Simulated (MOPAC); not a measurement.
# PM6-D3H4 (COSMO ethanol) run of Si3NH8 (SMILES [SiH2][SiH2]N[SiH3])

We compute a structure relaxation of Si3NH8. 

The calculation is run with MOPAC 23.2.5.

4 further runs of the same task are left out: 2 that didn't finish, 2 set aside as unsound or not needed.

## 1. The system as given

Si3NH8: 12 atoms, total charge 0, spin state doublet. As SMILES, `[SiH2][SiH2]N[SiH3]`. The run starts from this shape.

Bond lengths: Si1–Si2 2.304 Å, Si2–N3 1.696 Å, N3–Si4 1.695 Å, Si1–H5 1.489 Å, Si1–H6 1.489 Å, Si2–H7 1.483 Å, Si2–H8 1.483 Å, N3–H9 1.014 Å, Si4–H10 1.480 Å, Si4–H11 1.480 Å, Si4–H12 1.478 Å. Some angles: Si1–Si2–N3 112.8°, Si2–N3–Si4 110.7°, Si1–Si2–H7 108.1°, Si1–Si2–H8 109.1°, N3–Si2–H7 108.6°, N3–Si2–H8 109.7°, Si2–Si1–H5 111.6°, Si2–Si1–H6 112.3°, Si2–N3–H9 110.6°, Si4–N3–H9 108.2°.

## 2. A structure relaxation at PM6-D3H4 (COSMO ethanol)

calc.mop

```
PM6-D3H4 ITRY=400 PL LBFGS GNORM=0.1 EPS=24.9 PULAY CYCLES=200 DAMP=0.5 THREADS=1 AUX(PRECISION=6)


Si  0.90574 1 -0.03902 1 -0.02510 1
Si  3.20808 1 -0.03909 1  0.06533 1
N   3.81648 1  0.90720 1  1.33478 1
Si  5.51080 1  0.88061 1  1.34204 1
H   0.39975 1 -0.89899 1 -1.13022 1
H   0.34564 1  1.33315 1 -0.16479 1
H   3.71988 1  0.50479 1 -1.21598 1
H   3.68877 1 -1.43448 1  0.20621 1
H   3.49076 1  0.55621 1  2.22866 1
H   6.05421 1  1.43398 1  0.08116 1
H   5.96146 1 -0.50677 1  1.59233 1
H   5.93271 1  1.71172 1  2.48907 1
```

On the command line:

```bash
$ obabel -:"[SiH2][SiH2]N[SiH3]" --gen3d -omop -xk "PM6-D3H4 ITRY=400 PL LBFGS GNORM=0.1 EPS=24.9 PULAY CYCLES=200 DAMP=0.5 THREADS=1 AUX(PRECISION=6)" -O calc.mop
$ mopac calc.mop
```

What values should one expect? Wanted: dipole moment; HOMO energy; LUMO energy; heat of formation; ⟨S²⟩.

Computed results:

Level: PM6-D3H4 (COSMO ethanol).

```
                  quantity          value
             dipole moment         1.32 D
HOMO energy (over α and β)       -7.04 eV
LUMO energy (over α and β)       -1.78 eV
         heat of formation  15.0 kcal/mol
                      ⟨S²⟩          0.756
```

**Reading.** At the final geometry: Bond lengths: Si1–Si2 2.072 Å, Si2–N3 1.752 Å, N3–Si4 1.756 Å, Si1–H5 1.528 Å, Si1–H6 1.515 Å, Si2–H7 1.489 Å, Si2–H8 1.493 Å, N3–H9 1.045 Å, Si4–H10 1.477 Å, Si4–H11 1.474 Å, Si4–H12 1.475 Å. Some angles: Si1–Si2–N3 122.4°, Si2–N3–Si4 127.6°, Si1–Si2–H7 108.7°, Si1–Si2–H8 99.4°, N3–Si2–H7 109.0°, N3–Si2–H8 109.0°, Si2–Si1–H5 104.6°, Si2–Si1–H6 132.5°, Si2–N3–H9 116.6°, Si4–N3–H9 115.8°. The optimisation stopped short of its gradient threshold. The optimisation took 183 steps and changed the energy by +5.989 eV.
